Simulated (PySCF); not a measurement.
# CuH4Se4 (-2): ligand-field states

What do calculations give for the ligand-field states of CuH4Se4 (-2)?

Programs: PySCF 2.14.0, with routines of our own; each step states its level. All values are computed. Atoms count from 0.

## Step 1: The starting structure

9 atoms, charge -2, states of the metal's open shell are computed; geometry from: model start, shaken.

## Step 2: Geometry optimisation at PBE0-D3(BJ)/def2-SVP

Job settings and geometry (Å):

```
{"job": {"xc": "PBE0", "basis": "def2-SVP", "d3": "d3bj", "grid": 1, "maxiter": 45, "solvent": "water", "kind": "geom"}, "charge": -2, "metal": "Cu", "open_shell": "d9"}
Cu     0.000020     0.004480    -0.004110
Se     1.575970     1.582500     1.033220
H      0.705910     2.775720     1.133690
Se    -1.598630    -1.581980     1.053450
H     -0.703430    -2.769570     1.140630
Se    -1.578890     1.569160    -1.054960
H     -2.784140     0.685660    -1.168700
Se     1.585800    -1.608340    -1.044020
H      2.757970    -0.707810    -1.178820
```

Started as:

```bash
OMP_NUM_THREADS=1 python lf_run.py task.json out
```

One launch serves the whole session: the jobs run in the order shown.

Standard output:

```text
step   0  E = -11246.74539988  max force = 0.008288
step   1  E = -11246.74741904  max force = 0.004217
step   2  E = -11246.74875170  max force = 0.007185
step   3  E = -11246.74944587  max force = 0.003809
step   4  E = -11246.75005474  max force = 0.000423
step   5  E = -11246.75011309  max force = 0.000296
step   6  E = -11246.75013248  max force = 0.000138
step   7  E = -11246.75013485  max force = 0.000073
optimisation converged
```

Run time: 10 min. Hardware: 1 thread of Intel Xeon Platinum 8259CL at 2.50GHz, shared host; peak memory 1.5 GiB.

The steps of the relaxation:

```
step  energy from step 0 (eV)  largest force component (eV/Å)
   0                   0.0000                          0.4262
   1                  -0.0549                          0.2168
   2                  -0.0912                          0.3695
   3                  -0.1101                          0.1959
   4                  -0.1267                          0.0218
   5                  -0.1283                          0.0152
   6                  -0.1288                          0.0071
   7                  -0.1288                          0.0038
```

Close pairs (by a distance rule), those that changed most:

```
   bond  before (Å)  after (Å)  change (Å)
Cu0–Se7       2.489      2.433      -0.057
Cu0–Se3       2.488      2.433      -0.056
Cu0–Se1       2.460      2.432      -0.027
Cu0–Se5       2.459      2.432      -0.026
 Se5–H6       1.499      1.475      -0.023
 Se3–H4       1.490      1.475      -0.014
 Se7–H8       1.484      1.475      -0.009
 Se1–H2       1.480      1.475      -0.005
```

The final coordinates are the input of the step that follows.

```
                         at the end point                value
  point group (found at 0.08 Å tolerance)                   S4
rotational constants (GHz, main isotopes)  0.481, 0.481, 0.287
                                     ⟨S²⟩                0.754
```

## Step 3: Ligand-field states: state-averaged CASSCF in water

Job settings and geometry (Å):

```
{"job": {"kind": "lf", "basis": {"metal": "x2c-TZVPall", "ligand": "x2c-SVPall"}, "nevpt": true, "solvent": "water"}, "charge": -2, "metal": "Cu", "open_shell": "d9"}
Cu     0.000000     0.000000     0.000000
Se     2.321923     0.000000     0.724894
H      2.549172     1.447083     0.901582
Se    -2.321923    -0.000000     0.724894
H     -2.549172    -1.447083     0.901582
Se     0.000000     2.321923    -0.724894
H     -1.447083     2.549172    -0.901582
Se    -0.000000    -2.321923    -0.724894
H      1.447083    -2.549172    -0.901582
```

Level: state-averaged CASSCF of the metal d shell, SC-NEVPT2 on the averaged canonical orbitals, state-interaction spin-orbit coupling.

Standard output:

```text
basis functions 196, electrons 171, active (9e, 5o)
stage 1: DIIS on the effective Fock matrix, level shift 0.30
cycle   1  E = -11364.0739987850  dE = -1.136e+04  max|g| = 1.850e+00
cycle   2  E = -11365.3854813382  dE = -1.311e+00  max|g| = 2.028e+00
cycle   3  E = -11365.5612590040  dE = -1.758e-01  max|g| = 1.774e+00
cycle   4  E = -11366.2930603396  dE = -7.318e-01  max|g| = 1.767e-01
cycle   5  E = -11366.4067504965  dE = -1.137e-01  max|g| = 9.804e-02
cycle   6  E = -11366.4916494179  dE = -8.490e-02  max|g| = 9.100e-02
cycle   7  E = -11366.5094558646  dE = -1.781e-02  max|g| = 8.359e-02
cycle   8  E = -11366.4754796093  dE =  3.398e-02  max|g| = 4.164e-02
cycle   9  E = -11366.3923131851  dE =  8.317e-02  max|g| = 1.340e-01
cycle  10  E = -11366.3266245058  dE =  6.569e-02  max|g| = 2.431e-01
cycle  11  E = -11366.2820905580  dE =  4.453e-02  max|g| = 3.242e-01
cycle  12  E = -11366.2576160376  dE =  2.447e-02  max|g| = 3.784e-01
cycle  13  E = -11366.2428807867  dE =  1.474e-02  max|g| = 4.291e-01
cycle  14  E = -11366.2336700376  dE =  9.211e-03  max|g| = 4.831e-01
cycle  15  E = -11366.2290293021  dE =  4.641e-03  max|g| = 5.046e-01
stage 2: quasi-Newton rotations from the point of smallest gradient
cycle  17  E = -11366.5043452057  dE = -2.887e-02  max|g| = 3.411e-02
cycle  18  E = -11366.5171875451  dE = -1.284e-02  max|g| = 9.303e-02
cycle  19  E = -11366.5209167599  dE = -3.729e-03  max|g| = 4.191e-02
cycle  20  E = -11366.5213545468  dE = -4.378e-04  max|g| = 1.649e-03
cycle  21  E = -11366.5213771603  dE = -2.261e-05  max|g| = 9.304e-04
cycle  22  E = -11366.5213801239  dE = -2.964e-06  max|g| = 2.252e-04
cycle  23  E = -11366.5213804208  dE = -2.969e-07  max|g| = 1.031e-04
cycle  24  E = -11366.5213804518  dE = -3.108e-08  max|g| = 4.775e-05
cycle  25  E = -11366.5213804583  dE = -6.494e-09  max|g| = 1.329e-05
cycle  26  E = -11366.5213804591  dE = -7.676e-10  max|g| = 6.983e-06
converged average energy = -11366.5213804591

 mult deg   label        CASSCF/cm-1   NEVPT2/cm-1
   2   1   2B                  0.0           0.0
   2   2   2E               5335.2        9690.6
   2   1   2A               6158.7       11219.8
   2   1   2B               6367.2       12056.0

spin-orbit levels / cm-1
      0.00  x2  2B 0.99
   9275.10  x2  2E 0.96 2B 0.04
   9605.57  x2  2E 0.75 2A 0.25
  11853.28  x2  2A 0.75 2E 0.25
  12306.70  x2  2B 0.95 2E 0.04
```

Wall time 40 s (1 thread of Intel Xeon Platinum 8259CL at 2.50GHz, shared host); peak memory 1 GiB.

Key values:

```
             quantity     value
spin-orbit constant ζ  785 cm⁻¹
```

Powder susceptibility:

```
T (K)  χT (cm³ K/mol)  μ(eff)
    2           0.469    1.94
    5           0.469    1.94
   10           0.470    1.94
   20           0.470    1.94
   30           0.471    1.94
   50           0.473    1.95
   75           0.475    1.95
  100           0.477    1.95
  150           0.481    1.96
  200           0.485    1.97
  250           0.489    1.98
  300           0.493    1.99
```

Orbitals, density, ELF and potential are computed afterwards from the orbital file.

The spin density lies nearest to Cu0 92 %.

## Step 4: Ligand-field states: state-averaged CASSCF (basis x2c-TZVPall) in water

The job, as its differences from that of step 3:

```diff
@@ -1,2 +1,2 @@
-{"job": {"kind": "lf", "basis": {"metal": "x2c-TZVPall", "ligand": "x2c-SVPall"}, "nevpt": true, "solvent": "water"}, "charge": -2, "metal": "Cu", "open_shell": "d9"}
+{"job": {"kind": "lf", "basis": "x2c-TZVPall", "nevpt": true, "solvent": "water"}, "charge": -2, "metal": "Cu", "open_shell": "d9"}
 Cu     0.000000     0.000000     0.000000
```

Method: state-averaged CASSCF of the metal d shell, SC-NEVPT2 on the averaged canonical orbitals, state-interaction spin-orbit coupling.

Standard output:

```text
basis functions 264, electrons 171, active (9e, 5o)
stage 1: DIIS on the effective Fock matrix, level shift 0.30
cycle   1  E = -11365.6844572876  dE = -1.137e+04  max|g| = 2.064e+00
cycle   2  E = -11367.0426191908  dE = -1.358e+00  max|g| = 1.861e+00
cycle   3  E = -11367.2160750961  dE = -1.735e-01  max|g| = 1.814e+00
cycle   4  E = -11368.0134842389  dE = -7.974e-01  max|g| = 1.605e-01
cycle   5  E = -11368.1335197901  dE = -1.200e-01  max|g| = 1.060e-01
cycle   6  E = -11368.1994180556  dE = -6.590e-02  max|g| = 7.703e-02
cycle   7  E = -11368.2115498131  dE = -1.213e-02  max|g| = 6.345e-02
cycle   8  E = -11368.2139396796  dE = -2.390e-03  max|g| = 6.376e-02
cycle   9  E = -11368.1404408873  dE =  7.350e-02  max|g| = 6.664e-02
cycle  10  E = -11368.0575842809  dE =  8.286e-02  max|g| = 1.977e-01
cycle  11  E = -11368.0041976129  dE =  5.339e-02  max|g| = 3.005e-01
cycle  12  E = -11367.9699349663  dE =  3.426e-02  max|g| = 3.894e-01
cycle  13  E = -11367.9386817788  dE =  3.125e-02  max|g| = 4.511e-01
cycle  14  E = -11367.9322558426  dE =  6.426e-03  max|g| = 4.769e-01
cycle  15  E = -11367.9311187086  dE =  1.137e-03  max|g| = 4.799e-01
stage 2: quasi-Newton rotations from the point of smallest gradient
cycle  17  E = -11368.2223172121  dE = -1.077e-02  max|g| = 7.718e-02
cycle  18  E = -11368.2273003011  dE = -4.983e-03  max|g| = 1.485e-02
cycle  19  E = -11368.2279046527  dE = -6.044e-04  max|g| = 3.983e-03
cycle  20  E = -11368.2279276728  dE = -2.302e-05  max|g| = 9.782e-04
cycle  21  E = -11368.2279300984  dE = -2.426e-06  max|g| = 2.663e-04
cycle  22  E = -11368.2279302647  dE = -1.663e-07  max|g| = 8.784e-05
cycle  23  E = -11368.2279302835  dE = -1.884e-08  max|g| = 3.617e-05
cycle  24  E = -11368.2279302870  dE = -3.447e-09  max|g| = 1.457e-05
cycle  25  E = -11368.2279302875  dE = -5.512e-10  max|g| = 6.149e-06
converged average energy = -11368.2279302875

 mult deg   label        CASSCF/cm-1   NEVPT2/cm-1
   2   1   2B                  0.0           0.0
   2   2   2E               5227.7        9440.2
   2   1   2A               6006.4       10885.3
   2   1   2B               6227.0       11751.8

spin-orbit levels / cm-1
      0.00  x2  2B 0.99
   9024.80  x2  2E 0.96 2B 0.04
   9335.42  x2  2E 0.74 2A 0.26
  11542.45  x2  2A 0.74 2E 0.26
  12008.38  x2  2B 0.95 2E 0.04
```

Wall time 73 s (1 thread of Intel Xeon Platinum 8259CL at 2.50GHz, shared host); peak memory 1.2 GiB.

In short:

```
             quantity     value
spin-orbit constant ζ  786 cm⁻¹
```

Powder susceptibility:

```
T (K)  χT (cm³ K/mol)  μ(eff)
    2           0.471    1.94
   20           0.473    1.95
  100           0.479    1.96
  300           0.496    1.99
```

## Step 5: The runs side by side

From the NEVPT2 states (cm⁻¹; the spread is that of the fitted one-electron ligand-field levels):

```
step            setting  ground state  next state  orbital spread    ζ  μ(eff), 300 K
   3           as given            2B  2E at 9691           12056  785           1.99
   4  basis x2c-TZVPall            2B  2E at 9440           11752  786           1.99
```

## Step 6: Results

| quantity | value |
| --- | --- |
| point group | S4 |
| rotational constants (main isotopes) | 0.48, 0.48, 0.29 GHz |
| spin-orbit constant ζ (step 3, state-averaged CASSCF in water) | 785 cm⁻¹ |
| ground multiplicity, μ(eff) at 300 K (step 3, 4 donors at 2.43 Å) | 2, 1.99 μB |
| ground multiplicity, μ(eff) at 300 K (step 4, 4 donors at 2.43 Å) | 2, 1.99 μB |

What this shows: The optimisation took 7 steps and gained 0.129 eV; among the close pairs (by a distance rule), Cu0–Se7 changed most, from 2.489 to 2.433 Å. No frequency check was run at this level, so the end point may be a saddle. In step 3, χT goes from 0.47 at 2 K to 0.49 cm³ K/mol at 300 K: nearly flat, so one level governs the whole range.
